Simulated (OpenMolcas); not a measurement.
# One shape, several levels: AlH2O2F (SMILES [OH][Al]([OH])[F])

Aim: a comparison of 6 runs (HF/3-21G, HF/def2-SVP, HF/def-TZVP, B3LYP/6-31G*, TM/def-SVP, SVWN5/def2-TZVP) of AlH2O2F. 

The calculation is run with OpenMolcas 26.06.

6 further runs of the same task are left out: 1 that didn't finish, 5 set aside as unsound or not needed.

### Step 1. The molecule

AlH2O2F has 6 atoms, charge 0, and is taken as a singlet. SMILES: `[OH][Al]([OH])[F]`. The coordinates come from a PBE0-D4/def2-TZVP relaxation. This is one conformer, not always the lowest.

Bond lengths: O1–Al2 1.680 Å, Al2–O3 1.680 Å, Al2–F4 1.647 Å, O1–H5 0.955 Å, O3–H6 0.955 Å. Angles: O1–Al2–O3 118.5°, O1–Al2–F4 120.7°, O3–Al2–F4 120.7°, Al2–O1–H5 122.9°, Al2–O3–H6 122.9°.

### Step 2. Energy and gradient at HF/3-21G (run 1)

Input file geom.xyz:

```xyz
6

O     -0.572600     1.327600    -0.678800
Al    -0.045500    -0.145500    -0.067500
O      1.058000    -0.139600     1.199000
F     -0.598500    -1.564400    -0.695900
H     -1.198300     1.397500    -1.397100
H      1.399100    -0.939600     1.594000
```

Input file job.inp:

```
* AlFH2O2 Hartree-Fock

&GATEWAY
  BASLIB = $CurrDir
  COORD = geom.xyz
  BASIS = 3-21G
  GROUP = NoSym

&SEWARD

&SCF
  THRESHOLDS = 1e-10 1e-07 1e-07 1e-05
  PRORBITALS = 0

&ALASKA
```

The basis set 3-21G is read from a file made from the Basis Set Exchange's data (not shown).

Started as:

```bash
export MOLCAS_MEM=1860
pymolcas job.inp > job.log
```

Output:

```text
--- Start Module: gateway ---
[...]
--- Stop Module: gateway /rc=_RC_ALL_IS_WELL_ ---
[...]
      Basis functions           44
[...]
--- Start Module: scf ---
[...]
       Convergence after  12 Iterations
[...]
::    Total SCF energy                               -489.7389755446
[...]
      Total spin, S                                     0.0000000000
[...]
      Total electronic charge=   40.000000
      Total            charge=   -0.000000
[...]
      Dipole Moment (debye):
      Origin of the operator (angstrom)=   -0.0579   -0.1773   -0.0816
                   X= -5.4701E-01               Y= -1.4033E+00               Z= -6.2196E-01           Total=  1.6295E+00
      Quadrupole Moment (debye*angstrom):
[...]
--- Stop Module: scf /rc=_RC_ALL_IS_WELL_ ---
--- Start Module: alaska ---
[...]
 *              Molecular gradients               *
 **************************************************
  Irreducible representation: a
 ------------------------------------------------------------------------------------------
                              X                       Y                       Z
 ------------------------------------------------------------------------------------------
  O1                4.48078587817458E-03    1.33201790407931E-02    5.08653488706923E-03
  AL2              -4.67310408886090E-03   -1.19102194328972E-02   -5.31799443628739E-03
  O3                5.55138464785010E-03    1.23817482352639E-02    6.32022884200367E-03
  F4               -7.34296177296478E-04   -1.88467914037460E-03   -8.31996804272706E-04
  H5                3.40984558219004E-03   -1.11008864344708E-02    3.96146516282903E-03
  H6               -8.03461584204501E-03   -8.06142268297450E-04   -9.21823765134278E-03
 ------------------------------------------------------------------------------------------
--- Stop Module: alaska /rc=_RC_ALL_IS_WELL_ ---
[...]
```

Run time: 2 s. Hardware: 1 thread of Arm Neoverse V2, shared host; peak memory 0.38 GiB.

### Step 3. Energy and forces at HF/def2-SVP (run 2)

Input file test.inp:

```
* AlFH2O2 Hartree-Fock
>>> EXPORT MOLCAS_PRINT=2
&GATEWAY
BasLib=$CurrDir
Coord
6
bohr
O     -1.08205718     2.50880040    -1.28274609
Al    -0.08598254    -0.27495515    -0.12755651
O      1.99933024    -0.26380577     2.26578162
F     -1.13100109    -2.95628755    -1.31506041
H     -2.26445882     2.64089226    -2.64013637
H      2.64391582    -1.77558667     3.01222344
Basis=def2-SVP
Group=NoSym
&SEWARD
&SCF
Thresholds=1e-10 1e-07 1e-07 1e-05
PrOrbitals=1 1
&ALASKA
```

The basis set def2-SVP is read from a file made from the Basis Set Exchange's data (not shown).

Started as:

```bash
export MOLCAS_MEM=1860
pymolcas test.inp > test.log
```

Output:

```text
--- Start Module: gateway ---
[...]
--- Stop Module: gateway /rc=_RC_ALL_IS_WELL_ ---
[...]
      Basis functions           70
[...]
--- Start Module: scf ---
[...]
       Convergence after  12 Iterations
[...]
::    Total SCF energy                               -492.1601794915
[...]
      Total spin, S                                     0.0000000000
[...]
      Total electronic charge=   40.000000
      Total            charge=   -0.000000
[...]
      Dipole Moment (debye):
      Origin of the operator (angstrom)=   -0.0579   -0.1773   -0.0816
                   X= -3.6588E-01               Y= -9.3849E-01               Z= -4.1613E-01           Total=  1.0899E+00
      Quadrupole Moment (debye*angstrom):
[...]
--- Stop Module: scf /rc=_RC_ALL_IS_WELL_ ---
[...]
--- Start Module: alaska ---
[...]
 *              Molecular gradients               *
 **************************************************
  Irreducible representation: a
 ------------------------------------------------------------------------------------------
                              X                       Y                       Z
 ------------------------------------------------------------------------------------------
  O1                1.21294423917802E-02    4.90042194270401E-03    1.38996728073595E-02
  AL2              -2.57093783183045E-03   -6.52957166061174E-03   -2.93078056118300E-03
  O3               -2.98600074245314E-03    1.85273047935031E-02   -3.50537378255744E-03
  F4               -2.06180274955337E-04   -5.28788737854669E-04   -2.31527071834492E-04
  H5               -9.85005182141840E-03   -2.18321344885275E-03   -1.12927953832891E-02
  H6                3.48372827893506E-03   -1.41861528889855E-02    4.06080399148134E-03
 ------------------------------------------------------------------------------------------
--- Stop Module: alaska /rc=_RC_ALL_IS_WELL_ ---
[...]
```

Run time: 3.9 s. Hardware: 1 thread of Arm Neoverse V2, shared host; peak memory 0.41 GiB.

Run 3 isn't shown in full; the table further down has it.

### Step 4. Energy and forces at B3LYP/6-31G(d) (spherical functions) (run 4)

Input file coord.xyz:

```xyz
6

O     -0.572600     1.327600    -0.678800
Al    -0.045500    -0.145500    -0.067500
O      1.058000    -0.139600     1.199000
F     -0.598500    -1.564400    -0.695900
H     -1.198300     1.397500    -1.397100
H      1.399100    -0.939600     1.594000
```

Input file calc.input:

```
* AlFH2O2 Kohn-Sham DFT

&GATEWAY
  BASLIB=$CurrDir
  COORD=coord.xyz
  BASIS=6-31Gs
  GROUP=NoSym

&SEWARD
  GRIDINPUT
  Grid=UltraFine
  End of Grid

&SCF
  KSDFT=B3LYP
  THRESHOLDS=1e-10 1e-07 1e-07 1e-05
  PRORBITALS=1

&ALASKA
```

The basis set 6-31G* is read from a file made from the Basis Set Exchange's data (not shown).

Started as:

```bash
export MOLCAS_MEM=1860
pymolcas calc.input > calc.log
```

Output:

```text
--- Start Module: gateway ---
[...]
--- Stop Module: gateway /rc=_RC_ALL_IS_WELL_ ---
[...]
      Basis functions           64
[...]
--- Start Module: scf ---
[...]
       Convergence after  12 Iterations
[...]
::    Total KS-DFT energy                            -494.0857438536
[...]
      Total spin, S                                     0.0000000000
[...]
      Total electronic charge=   40.000000
      Total            charge=   -0.000000
[...]
      Dipole Moment (debye):
      Origin of the operator (angstrom)=   -0.0579   -0.1773   -0.0816
                   X= -3.4656E-01               Y= -8.8887E-01               Z= -3.9405E-01           Total=  1.0322E+00
      Quadrupole Moment (debye*angstrom):
[...]
--- Stop Module: scf /rc=_RC_ALL_IS_WELL_ ---
[...]
--- Start Module: alaska ---
[...]
 *              Molecular gradients               *
 **************************************************
  Irreducible representation: a
 ------------------------------------------------------------------------------------------
                              X                       Y                       Z
 ------------------------------------------------------------------------------------------
  O1               -2.58735073920047E-03   -9.21319516459285E-03   -2.92693443641356E-03
  AL2               1.77566805041504E-03    4.62337410705158E-03    2.01105590107442E-03
  O3               -4.05630825706638E-03   -7.86453693730849E-03   -4.61876800071614E-03
  F4                2.10419058154176E-03    5.39938446896393E-03    2.39355427931098E-03
  H5                5.49026463318203E-03   -1.66329015070854E-04    6.30160136084168E-03
  H6               -2.72646426888912E-03    7.22130254099529E-03   -3.16050910403209E-03
 ------------------------------------------------------------------------------------------
--- Stop Module: alaska /rc=_RC_ALL_IS_WELL_ ---
[...]
```

Run time: 14 s. Hardware: 1 thread of Arm Neoverse V2, shared host; peak memory 0.4 GiB.

Run 5 isn't shown in full; the table further down has it.

### Step 5. Energy and forces at SVWN5/def2-TZVP (run 6)

Input file test.input:

```
>>> EXPORT MOLCAS_PRINT=2

&gateway
  baslib
  $CurrDir
  basisset
  O.def2-TZVP....
  O1 -0.572600 1.327600 -0.678800 angstrom
  O3 1.058000 -0.139600 1.199000 angstrom
  End of Basis
  basisset
  Al.def2-TZVP....
  Al2 -0.045500 -0.145500 -0.067500 angstrom
  End of Basis
  basisset
  F.def2-TZVP....
  F4 -0.598500 -1.564400 -0.695900 angstrom
  End of Basis
  basisset
  H.def2-TZVP....
  H5 -1.198300 1.397500 -1.397100 angstrom
  H6 1.399100 -0.939600 1.594000 angstrom
  End of Basis

&seward
  gridinput
  Grid=UltraFine
  End of Grid

&scf
  ksdft
  SVWN5
  thresholds
  1e-10 1e-07 1e-07 1e-05
  prorbitals
  1 2

&alaska
```

The basis set def2-TZVP is read from a file made from the Basis Set Exchange's data (not shown).

Started as:

```bash
export MOLCAS_MEM=1860
pymolcas test.input > test.log
```

Output:

```text
--- Start Module: gateway ---
[...]
--- Stop Module: gateway /rc=_RC_ALL_IS_WELL_ ---
[...]
      Basis functions          142
[...]
--- Start Module: scf ---
[...]
       Convergence after  16 Iterations
[...]
::    Total KS-DFT energy                            -491.4911766568
[...]
      Total spin, S                                     0.0000000000
[...]
      Total electronic charge=   40.000000
      Total            charge=   -0.000000
[...]
      Dipole Moment (debye):
      Origin of the operator (angstrom)=   -0.0579   -0.1773   -0.0816
                   X= -2.5177E-01               Y= -6.4564E-01               Z= -2.8632E-01           Total=  7.4981E-01
      Quadrupole Moment (debye*angstrom):
[...]
--- Stop Module: scf /rc=_RC_ALL_IS_WELL_ ---
[...]
--- Start Module: alaska ---
[...]
 *              Molecular gradients               *
 **************************************************
  Irreducible representation: a
 ------------------------------------------------------------------------------------------
                              X                       Y                       Z
 ------------------------------------------------------------------------------------------
  O1               -9.37467541069292E-03    2.92631939214694E-03   -1.07688954517258E-02
  O3                6.20937157228596E-03   -1.10711057515926E-02    7.17728654104555E-03
  AL2              -2.26911354064271E-04   -5.22452358059439E-04   -2.65463573075496E-04
  F4               -4.27659845816386E-04   -1.09670989620447E-03   -4.83766845059463E-04
  H5                8.26067609730563E-03   -8.29403472410783E-04    9.48365926233885E-03
  H6               -4.44080105902733E-03    1.05933520861536E-02   -5.14281993356080E-03
 ------------------------------------------------------------------------------------------
--- Stop Module: alaska /rc=_RC_ALL_IS_WELL_ ---
[...]
```

It took 50 s on 1 thread of Arm Neoverse V2, shared host; peak memory 1.1 GiB.

### Step 6. The series

```csv
run,level,SCF convergence threshold,dielectric constant,energy (Eh),dipole moment (D),HOMO energy (eV),LUMO energy (eV),wall time
1,HF/3-21G,1e-10,–,-489.738976,1.63,-12.88,2.95,2 s
2,HF/def2-SVP,1e-10,–,-492.160179,1.09,-13.57,2.32,3.9 s
3,HF/def-TZVP (C-PCM acetone),–,20.7,-492.596809,1.60,-13.00,3.10,10 s
4,B3LYP/6-31G* (spherical functions),1e-10,–,-494.085744,1.03,-8.55,-0.80,14 s
5,TM/def-SVP (RICD fitting),–,–,-493.623205,0.80,-7.17,-1.01,6.3 s
6,SVWN5/def2-TZVP,1e-10,–,-491.491177,0.75,-7.83,-1.85,50 s
```

### Step 7. Summary of results

| quantity | value |
| --- | --- |
| run 6: total energy | -491.49118 Eh |
| run 6: dipole moment | 0.75 D |
| run 6: HOMO energy | -7.83 eV |
| run 6: LUMO energy | -1.85 eV |
| run 6: HOMO–LUMO gap | 5.98 eV |
| run 6: largest force on an atom | 0.750 eV/Å |

The dipole moment (its size) runs from 0.75 D (SVWN5/def2-TZVP) to 1.63 D (HF/3-21G). The two ends differ in method and basis. The HOMO–LUMO gap runs from 5.98 eV (SVWN5/def2-TZVP) to 16.10 eV (HF/def-TZVP). The two ends differ in method and basis and solvent. Totals of different functionals can't be ranked against each other. All runs together took 87 s, the longest 50 s.
